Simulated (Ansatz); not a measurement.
# Al2GaSb3: the cost of one run

Computed with Ansatz 0.2.0 (DFT PBE, scalar-relativistic, plane waves, PAW, unless a step's input says otherwise).

1 further run of the same task is left out (set aside as unsound or not needed). Runs told in other sessions of the task aren't counted.

## 1. The starting structure

It takes space group P3m1 (No. 156, trigonal). Conventional cell: a = 4.400 Å, b = 4.400 Å, c = 10.775 Å, α = 90.00°, β = 90.00°, γ = 120.00°. Al (site symmetry 3m) has 4 Sb at 2.69 Å in its first shell of neighbours. Around Al (site symmetry 3m) lie 4 Sb at 2.69 to 2.70 Å. Ga (site symmetry 3m) is surrounded by 4 Sb at 2.69 Å. Sb (site symmetry 3m) has 3 Ga at 2.69 Å and 1 Al at 2.69 Å in its first shell of neighbours. Sb (site symmetry 3m) has 4 Al at 2.69 to 2.70 Å in its first shell of neighbours. Around Sb (site symmetry 3m) lie 1 Ga at 2.69 Å and 3 Al at 2.69 Å.

Coordinates:

```
CELL_PARAMETERS angstrom
4.39966 0.00000 0.00000
-2.19983 3.81022 0.00000
0.00000 0.00000 10.77468
ATOMIC_POSITIONS crystal
Al 0.00000 0.00000 0.24987
Al 0.66667 0.33333 0.58385
Ga 0.33333 0.66667 0.91646
Sb 0.00000 0.00000 0.99975
Sb 0.66667 0.33333 0.33332
Sb 0.33333 0.66667 0.66674
```

The cell was relaxed beforehand at this level, from a generated guess; it needn't be the stable form of this composition. At a tolerance of 0.02 Å it has space group P3m1 (No. 156); it has 30.10 Å³/atom, an uncorrected energy of -0.17 eV/atom over the elements.

## 2. Static run: bands, density of states and charges

input.yaml

```yaml
crystal:
  lattice:
    - [4.3996576291, 0.0, 0.0]
    - [-2.1998288146, 3.8102152748, 0.0]
    - [0.0, 0.0, 10.7746777]
  atoms:
    - { symbol: Al, position: [0.0, 0.0, 0.249873] }
    - { symbol: Al, position: [0.6666666667, 0.3333333333, 0.583852] }
    - { symbol: Ga, position: [0.3333333333, 0.6666666667, 0.916462] }
    - { symbol: Sb, position: [0.0, 0.0, 0.999754] }
    - { symbol: Sb, position: [0.6666666667, 0.3333333333, 0.333315] }
    - { symbol: Sb, position: [0.3333333333, 0.6666666667, 0.666743] }
basis:
  ecutwfc: 420
kpoints:
  mp_grid: { grid: [12, 12, 4] }
  band_path:
    path:
      - [[0.0, 0.0, 0.0], [0.5, 0.0, 0.0], [0.33333333, 0.33333333, 0.0], [0.0, 0.0, 0.0], [0.0, 0.0, 0.5], [0.5, 0.0, 0.5], [0.33333333, 0.33333333, 0.5], [0.0, 0.0, 0.5]]
      - [[0.5, 0.0, 0.5], [0.5, 0.0, 0.0]]
      - [[0.33333333, 0.33333333, 0.5], [0.33333333, 0.33333333, 0.0]]
    npoints: 14
hamiltonian:
  xc: pbe
scf:
  occupations: { method: gaussian, width: 0.02 }
  n_extra_bands: 15
output:
  forces: true
  stress: true
  eigenvalues: true
  populations: true
  dos: { projected: true, de: 0.02, nscf_kmesh: { grid: [18, 18, 6] } }
  bader: true
  write_density: true
  write_potential: true
  elf: true
  volumetric_format: npy
```

Command:

```sh
> ansatz run input.yaml --threads 4 --pin off --max-ram 8192MiB --backend cpu --events-out ev --progress --plain --runs-dir out
```

**Question.** How long does this run take on 4 threads of Arm Neoverse V2, shared host, and how much memory does it need?

About 81 s, with a peak of 1.3 GiB.
